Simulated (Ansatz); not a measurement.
# LuSe, space group Fm-3m: a comparison of functionals at one structure

With Ansatz 0.2.0, Python API.

Notebook, run cell by cell (the value of a cell's last expression is shown):

```python
import ansatz
```

```python
crystal = (
    ansatz.Lattice.fcc(5.576)
    .space_group(225)
    .atom("Lu", (0.0, 0.0, 0.0))
    .atom("Se", (0.5, 0.0, 0.0))
    .primitive()
)

setup = (
    crystal.calculation()
    .basis(14 * ansatz.Ha)
    .kpoints(7)
    .scf(tolerance=1e-05)
    .occupations("fermi_dirac", width=0.05)
    .accuracy("low")
)
```

```python
rows = []
for value in ["blyp", "lda", "pbesol"]:
    r = setup.functional(value).run(threads=1, pin="off").report
    rows.append((value, r["free_energy_ev"] / len(r["lattice"]["sites"]), r["n_iterations"], r["n_kpoints"]))
```

    DeckWarning: basis.ecutwfc = 380.959407443832 eV is below the records' recommended 420 eV, and the density's cutoff is lower with it unless basis.ecutrho_ratio is high enough to keep the records' density cutoff: compare with a run at a higher cutoff

```python
print("  functional   F/atom (eV)    iterations      k-points")
for row in rows:
    print(f"{str(row[0]):>12s}  {row[1]:12.5f}  {row[2]:12d}  {row[3]:12d}")
```

      functional   F/atom (eV)    iterations      k-points
            blyp  -10119.47767             6            20
             lda   -9939.79131             6            20
          pbesol  -10019.46368             6            20

What to keep in mind:
- The cutoff lies under the one recommended for these potentials.
- BLYP can be off by several per cent in the lattices of metals, and by several GPa in the pressure at a fixed cell.
- The mesh is modest for a metal, so energies can be off by several to tens of meV an atom and pressures by half a GPa or more; differences at equal mesh fare better.
- The structure is a deposited one; some such entries were measured under pressure or heat, so a shift against it needn't be the functional's error alone.
- Warnings are shown shortened and without file and line.
- Total energies of different functionals can't be compared; pressures, moments and gaps at this one structure can.
- Hardware and time: 4.5 s on 1 thread of Arm Neoverse V1, with other jobs on the host, peak memory 0.36 GiB.

(Lines on the test bed's own set-up are left out of the output.)
